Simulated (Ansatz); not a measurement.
Born–Oppenheimer molecular dynamics of a periodic cell of 36 atoms, Tl (start crystal Tl, start structure hcp, volume 1 times the crystal's). It starts from a structure without forces on its atoms.

Level of theory: Ansatz, DFT PBEsol, scalar-relativistic, plane waves, PAW. Settings: accuracy low, cutoff 420 eV, k mesh 1x1x1, fermi-dirac smearing 0.1 eV, no spin polarisation.

```yaml
ensemble: NVT, Langevin thermostat
time_step: 3 fs
steps_asked: 200
set_temperature: 900 K
friction: 0.02 /fs
seed: 189909
```

Frames 3 fs apart, positions in Å, forces in eV/Å.

Velocities at 150 fs (Å/ps):

```
Tl -0.03 -2.23 -1.68
Tl -0.68 -1.23 -0.36
Tl 1.76 0.05 1.36
Tl -1.96 5.09 0.37
Tl -1.93 -1.95 1.82
Tl 2.99 0.53 -1.59
Tl -1.20 -3.52 0.28
Tl -0.62 -0.13 0.01
Tl 0.75 -1.90 -1.56
Tl -1.20 2.64 -1.70
Tl -1.25 -2.66 -2.79
Tl 2.60 3.20 1.51
Tl 1.36 -0.19 0.05
Tl -0.35 -0.18 -1.49
Tl 0.11 0.02 0.23
Tl 1.11 -1.05 -3.22
Tl 1.19 -2.92 -1.62
Tl -0.74 -1.17 1.94
Tl 2.00 -1.06 -1.42
Tl -2.40 -1.35 -0.30
Tl -1.66 1.12 -2.99
Tl -0.62 -1.17 -1.45
Tl -2.29 -0.24 -1.55
Tl 0.27 -1.30 -0.97
Tl 1.95 0.28 0.53
Tl -1.06 -0.48 -0.50
Tl -0.35 1.16 2.80
Tl 2.33 1.95 2.47
Tl 1.49 1.92 -1.28
Tl -2.75 1.02 -0.97
Tl 0.45 -1.69 0.30
Tl -0.62 -3.69 -0.35
Tl 0.16 -2.10 -0.12
Tl 3.79 -1.48 -0.36
Tl -0.91 0.36 0.71
Tl 3.75 0.40 -0.52
```

```xyz
36
Lattice="10.3800 0.0000 0.0000 -5.1900 8.9893 0.0000 0.0000 0.0000 11.0651" Properties=species:S:1:pos:R:3:forces:R:3 time_fs=150 energy_less_start_eV=-0.306 T=716
Tl -0.357 -0.396 -0.118 0.43 0.50 -0.30
Tl 0.086 1.919 3.029 0.33 0.04 0.25
Tl -0.173 -0.055 5.765 0.24 -0.42 0.00
Tl -0.190 2.043 8.038 -0.16 0.08 -0.13
Tl -1.570 3.030 0.237 -0.50 -0.13 0.42
Tl -1.600 5.220 2.690 -0.19 0.20 -0.24
Tl -1.671 2.883 5.364 0.05 0.44 0.00
Tl -1.829 4.801 8.498 0.14 -0.29 -0.27
Tl -3.541 5.803 -0.247 0.03 0.65 0.21
Tl -3.290 8.207 2.756 -0.37 -0.45 -0.07
Tl -3.780 5.940 5.287 -0.03 0.24 -0.04
Tl -3.388 8.135 8.499 0.08 0.14 0.40
Tl 3.668 0.040 0.092 -0.56 0.31 -0.05
Tl 3.506 1.665 2.698 -0.11 0.62 0.08
Tl 3.591 0.014 5.499 0.29 -0.14 -0.03
Tl 3.436 2.162 8.106 0.03 -0.27 0.12
Tl 1.340 3.032 -0.306 0.39 -0.24 0.24
Tl 1.723 4.695 2.824 0.11 -0.29 0.00
Tl 1.866 2.788 5.646 -0.09 0.03 -0.32
Tl 1.422 4.856 8.534 0.00 0.48 -0.18
Tl -0.363 6.068 -0.061 0.08 -0.17 -0.03
Tl 0.024 7.933 2.824 -0.02 -0.40 0.60
Tl -0.320 5.828 5.408 -0.07 -0.29 0.23
Tl 0.149 8.165 8.385 -0.15 0.08 -0.42
Tl 6.599 -0.252 0.205 0.60 0.15 -0.57
Tl 6.606 1.795 2.523 0.11 0.29 -0.10
Tl 6.988 0.416 5.405 -0.14 0.04 0.14
Tl 6.900 1.993 8.428 0.14 0.16 0.23
Tl 5.383 3.187 0.100 0.04 -0.44 -0.06
Tl 5.115 4.928 2.846 -0.06 -0.15 0.06
Tl 5.199 3.075 5.591 0.24 -0.02 0.19
Tl 5.122 4.743 8.436 -0.22 0.13 -0.57
Tl 3.636 5.964 0.431 -0.44 -0.66 0.21
Tl 3.564 8.374 2.574 0.14 0.00 0.25
Tl 3.384 6.264 5.514 -0.37 0.02 0.05
Tl 3.367 8.126 8.351 0.02 -0.24 -0.30
36
Lattice="10.3800 0.0000 0.0000 -5.1900 8.9893 0.0000 0.0000 0.0000 11.0651" Properties=species:S:1:pos:R:3:forces:R:3 time_fs=153 energy_less_start_eV=-0.318 T=752
Tl -0.356 -0.402 -0.121 0.44 0.50 -0.29
Tl 0.085 1.916 3.030 0.33 0.06 0.25
Tl -0.169 -0.056 5.770 0.24 -0.42 0.01
Tl -0.196 2.060 8.038 -0.13 0.05 -0.15
Tl -1.576 3.024 0.243 -0.46 -0.13 0.42
Tl -1.594 5.222 2.684 -0.20 0.19 -0.24
Tl -1.673 2.873 5.366 0.07 0.47 -0.02
Tl -1.829 4.798 8.499 0.13 -0.27 -0.27
Tl -3.539 5.799 -0.252 0.03 0.67 0.21
Tl -3.294 8.215 2.751 -0.38 -0.46 -0.07
Tl -3.784 5.932 5.280 -0.02 0.24 -0.05
Tl -3.380 8.143 8.504 0.08 0.14 0.41
Tl 3.670 0.039 0.091 -0.55 0.32 -0.05
Tl 3.505 1.665 2.694 -0.11 0.64 0.09
Tl 3.592 0.012 5.498 0.30 -0.14 -0.05
Tl 3.440 2.158 8.097 0.02 -0.29 0.14
Tl 1.345 3.024 -0.313 0.36 -0.25 0.26
Tl 1.722 4.692 2.829 0.11 -0.30 0.02
Tl 1.872 2.784 5.642 -0.11 0.04 -0.34
Tl 1.414 4.852 8.532 0.01 0.49 -0.19
Tl -0.366 6.071 -0.071 0.10 -0.17 -0.03
Tl 0.021 7.927 2.820 -0.02 -0.37 0.60
Tl -0.326 5.827 5.403 -0.07 -0.30 0.24
Tl 0.148 8.162 8.383 -0.13 0.09 -0.42
Tl 6.603 -0.251 0.205 0.59 0.15 -0.58
Tl 6.603 1.793 2.521 0.11 0.27 -0.09
Tl 6.988 0.420 5.413 -0.15 0.02 0.14
Tl 6.908 2.000 8.435 0.12 0.12 0.24
Tl 5.388 3.192 0.096 0.03 -0.47 -0.04
Tl 5.107 4.930 2.845 -0.07 -0.15 0.06
Tl 5.200 3.071 5.592 0.25 -0.02 0.18
Tl 5.120 4.733 8.435 -0.22 0.15 -0.57
Tl 3.637 5.957 0.430 -0.45 -0.65 0.20
Tl 3.576 8.370 2.572 0.13 -0.01 0.25
Tl 3.381 6.263 5.517 -0.37 0.02 0.06
Tl 3.378 8.127 8.351 0.00 -0.23 -0.31
36
Lattice="10.3800 0.0000 0.0000 -5.1900 8.9893 0.0000 0.0000 0.0000 11.0651" Properties=species:S:1:pos:R:3:forces:R:3 time_fs=156 energy_less_start_eV=-0.335 T=781
Tl -0.352 -0.406 -0.124 0.44 0.49 -0.28
Tl 0.086 1.914 3.032 0.34 0.07 0.25
Tl -0.167 -0.059 5.776 0.24 -0.41 0.01
Tl -0.205 2.078 8.037 -0.10 0.01 -0.16
Tl -1.579 3.019 0.247 -0.42 -0.14 0.42
Tl -1.592 5.226 2.676 -0.21 0.18 -0.25
Tl -1.675 2.863 5.367 0.08 0.50 -0.04
Tl -1.829 4.793 8.499 0.11 -0.24 -0.27
Tl -3.538 5.795 -0.255 0.04 0.69 0.20
Tl -3.297 8.224 2.745 -0.39 -0.49 -0.07
Tl -3.784 5.925 5.272 -0.02 0.24 -0.07
Tl -3.372 8.152 8.508 0.07 0.15 0.42
Tl 3.670 0.038 0.090 -0.54 0.32 -0.05
Tl 3.505 1.663 2.690 -0.11 0.67 0.08
Tl 3.595 0.010 5.495 0.32 -0.15 -0.06
Tl 3.440 2.155 8.089 0.02 -0.30 0.17
Tl 1.354 3.017 -0.321 0.34 -0.26 0.28
Tl 1.722 4.688 2.833 0.11 -0.31 0.03
Tl 1.879 2.780 5.642 -0.14 0.05 -0.36
Tl 1.405 4.848 8.529 0.02 0.50 -0.21
Tl -0.368 6.073 -0.084 0.11 -0.16 -0.03
Tl 0.017 7.919 2.817 -0.01 -0.35 0.59
Tl -0.329 5.828 5.398 -0.07 -0.30 0.25
Tl 0.146 8.160 8.379 -0.11 0.10 -0.42
Tl 6.607 -0.250 0.204 0.58 0.14 -0.58
Tl 6.599 1.792 2.519 0.11 0.25 -0.08
Tl 6.991 0.427 5.419 -0.17 -0.01 0.13
Tl 6.915 2.010 8.442 0.10 0.08 0.25
Tl 5.392 3.196 0.090 0.02 -0.50 -0.02
Tl 5.098 4.931 2.845 -0.08 -0.15 0.07
Tl 5.201 3.069 5.593 0.25 -0.01 0.17
Tl 5.116 4.723 8.433 -0.22 0.17 -0.58
Tl 3.638 5.950 0.427 -0.45 -0.63 0.19
Tl 3.588 8.366 2.571 0.12 -0.01 0.24
Tl 3.378 6.261 5.520 -0.37 0.02 0.06
Tl 3.388 8.129 8.352 -0.01 -0.22 -0.31
36
Lattice="10.3800 0.0000 0.0000 -5.1900 8.9893 0.0000 0.0000 0.0000 11.0651" Properties=species:S:1:pos:R:3:forces:R:3 time_fs=159 energy_less_start_eV=-0.348 T=787
Tl -0.347 -0.409 -0.126 0.43 0.48 -0.27
Tl 0.087 1.912 3.035 0.35 0.09 0.25
Tl -0.165 -0.061 5.782 0.24 -0.41 0.02
Tl -0.214 2.097 8.037 -0.07 -0.03 -0.17
Tl -1.581 3.017 0.249 -0.37 -0.14 0.42
Tl -1.593 5.231 2.666 -0.22 0.18 -0.25
Tl -1.675 2.856 5.368 0.10 0.53 -0.06
Tl -1.829 4.788 8.499 0.09 -0.21 -0.27
Tl -3.539 5.790 -0.255 0.04 0.70 0.19
Tl -3.300 8.232 2.739 -0.41 -0.51 -0.08
Tl -3.783 5.919 5.264 -0.01 0.23 -0.08
Tl -3.367 8.159 8.511 0.07 0.15 0.42
Tl 3.669 0.038 0.088 -0.52 0.32 -0.05
Tl 3.504 1.661 2.686 -0.10 0.70 0.09
Tl 3.597 0.009 5.493 0.33 -0.15 -0.07
Tl 3.437 2.155 8.081 0.02 -0.32 0.22
Tl 1.364 3.010 -0.330 0.33 -0.28 0.31
Tl 1.723 4.685 2.837 0.10 -0.32 0.05
Tl 1.888 2.776 5.646 -0.18 0.06 -0.39
Tl 1.396 4.842 8.527 0.04 0.52 -0.23
Tl -0.367 6.076 -0.099 0.11 -0.15 -0.02
Tl 0.012 7.913 2.814 -0.01 -0.32 0.58
Tl -0.331 5.830 5.391 -0.08 -0.31 0.26
Tl 0.145 8.160 8.374 -0.09 0.10 -0.41
Tl 6.611 -0.250 0.201 0.57 0.14 -0.59
Tl 6.595 1.791 2.517 0.11 0.24 -0.08
Tl 6.995 0.434 5.425 -0.19 -0.04 0.13
Tl 6.923 2.020 8.450 0.09 0.04 0.26
Tl 5.393 3.198 0.084 0.02 -0.53 0.00
Tl 5.087 4.934 2.845 -0.08 -0.16 0.08
Tl 5.200 3.067 5.593 0.25 -0.01 0.16
Tl 5.112 4.715 8.429 -0.22 0.19 -0.58
Tl 3.635 5.943 0.426 -0.46 -0.60 0.17
Tl 3.597 8.362 2.572 0.11 -0.01 0.23
Tl 3.377 6.259 5.521 -0.37 0.02 0.06
Tl 3.398 8.133 8.353 -0.02 -0.22 -0.31
36
Lattice="10.3800 0.0000 0.0000 -5.1900 8.9893 0.0000 0.0000 0.0000 11.0651" Properties=species:S:1:pos:R:3:forces:R:3 time_fs=162 energy_less_start_eV=-0.358 T=734
Tl -0.343 -0.411 -0.128 0.43 0.46 -0.26
Tl 0.090 1.911 3.040 0.35 0.11 0.25
Tl -0.165 -0.061 5.788 0.25 -0.41 0.02
Tl -0.222 2.114 8.037 -0.05 -0.07 -0.18
Tl -1.585 3.016 0.250 -0.32 -0.14 0.42
Tl -1.593 5.236 2.655 -0.23 0.17 -0.25
Tl -1.671 2.850 5.372 0.11 0.56 -0.08
Tl -1.830 4.785 8.499 0.07 -0.17 -0.26
Tl -3.542 5.783 -0.253 0.05 0.72 0.18
Tl -3.303 8.240 2.734 -0.42 -0.53 -0.07
Tl -3.783 5.914 5.256 0.00 0.23 -0.09
Tl -3.364 8.166 8.514 0.06 0.15 0.43
Tl 3.666 0.040 0.085 -0.50 0.32 -0.05
Tl 3.504 1.661 2.681 -0.09 0.72 0.08
Tl 3.599 0.006 5.492 0.35 -0.16 -0.08
Tl 3.434 2.155 8.072 0.03 -0.34 0.27
Tl 1.377 3.003 -0.341 0.31 -0.31 0.35
Tl 1.723 4.681 2.840 0.09 -0.33 0.06
Tl 1.897 2.772 5.650 -0.22 0.07 -0.44
Tl 1.388 4.836 8.526 0.05 0.56 -0.26
Tl -0.363 6.080 -0.112 0.11 -0.14 -0.02
Tl 0.005 7.908 2.811 0.00 -0.30 0.57
Tl -0.335 5.832 5.385 -0.08 -0.31 0.25
Tl 0.145 8.162 8.369 -0.08 0.10 -0.41
Tl 6.614 -0.251 0.198 0.55 0.14 -0.58
Tl 6.592 1.790 2.515 0.11 0.22 -0.08
Tl 7.001 0.442 5.432 -0.20 -0.05 0.13
Tl 6.931 2.028 8.456 0.07 0.00 0.27
Tl 5.395 3.201 0.077 0.01 -0.56 0.03
Tl 5.077 4.941 2.844 -0.08 -0.16 0.10
Tl 5.198 3.066 5.593 0.26 -0.01 0.14
Tl 5.110 4.707 8.426 -0.21 0.21 -0.59
Tl 3.632 5.934 0.427 -0.47 -0.57 0.15
Tl 3.604 8.358 2.572 0.11 -0.01 0.22
Tl 3.378 6.257 5.524 -0.37 0.02 0.07
Tl 3.407 8.137 8.354 -0.02 -0.21 -0.30
36
Lattice="10.3800 0.0000 0.0000 -5.1900 8.9893 0.0000 0.0000 0.0000 11.0651" Properties=species:S:1:pos:R:3:forces:R:3 time_fs=165 energy_less_start_eV=-0.371 T=791
Tl -0.338 -0.413 -0.132 0.42 0.44 -0.24
Tl 0.093 1.911 3.046 0.36 0.11 0.25
Tl -0.166 -0.061 5.793 0.25 -0.40 0.03
Tl -0.226 2.131 8.037 -0.02 -0.12 -0.18
Tl -1.589 3.015 0.251 -0.27 -0.14 0.42
Tl -1.592 5.241 2.642 -0.24 0.16 -0.24
Tl -1.668 2.847 5.377 0.12 0.59 -0.10
Tl -1.829 4.780 8.498 0.04 -0.13 -0.24
Tl -3.544 5.777 -0.251 0.06 0.73 0.17
Tl -3.302 8.246 2.732 -0.44 -0.54 -0.07
Tl -3.784 5.911 5.249 0.01 0.23 -0.10
Tl -3.361 8.171 8.520 0.06 0.15 0.43
Tl 3.663 0.044 0.080 -0.47 0.32 -0.04
Tl 3.504 1.663 2.678 -0.09 0.74 0.08
Tl 3.601 0.002 5.490 0.36 -0.16 -0.09
Tl 3.433 2.155 8.062 0.04 -0.36 0.33
Tl 1.390 2.997 -0.350 0.29 -0.33 0.38
Tl 1.721 4.678 2.844 0.08 -0.33 0.07
Tl 1.905 2.767 5.654 -0.26 0.09 -0.48
Tl 1.381 4.831 8.523 0.07 0.59 -0.28
Tl -0.360 6.082 -0.122 0.11 -0.13 -0.03
Tl 0.000 7.904 2.809 0.00 -0.27 0.55
Tl -0.340 5.834 5.380 -0.09 -0.31 0.25
Tl 0.145 8.164 8.361 -0.07 0.10 -0.41
Tl 6.618 -0.254 0.196 0.53 0.13 -0.58
Tl 6.591 1.791 2.515 0.11 0.21 -0.08
Tl 7.006 0.449 5.436 -0.22 -0.07 0.12
Tl 6.940 2.036 8.460 0.05 -0.03 0.27
Tl 5.396 3.201 0.067 0.00 -0.60 0.06
Tl 5.066 4.949 2.842 -0.07 -0.16 0.13
Tl 5.196 3.063 5.591 0.27 0.00 0.12
Tl 5.107 4.699 8.422 -0.21 0.23 -0.59
Tl 3.630 5.925 0.429 -0.48 -0.53 0.12
Tl 3.611 8.354 2.572 0.11 -0.01 0.21
Tl 3.378 6.255 5.531 -0.38 0.02 0.08
Tl 3.414 8.141 8.356 -0.03 -0.20 -0.30
```

Of the whole run (600 fs, mean temperature of the second half 986 K): A run of 0.6 ps of so small a system gives no equilibrium averages. Limits of this set-up: coarse k mesh, low accuracy level.

Run time: 13 min on 4 threads of Intel(R) Xeon(R) Platinum 8259CL CPU @ 2.50GHz (Skylake/Cascade Lake) (shared host), peak memory 1.3 GiB.
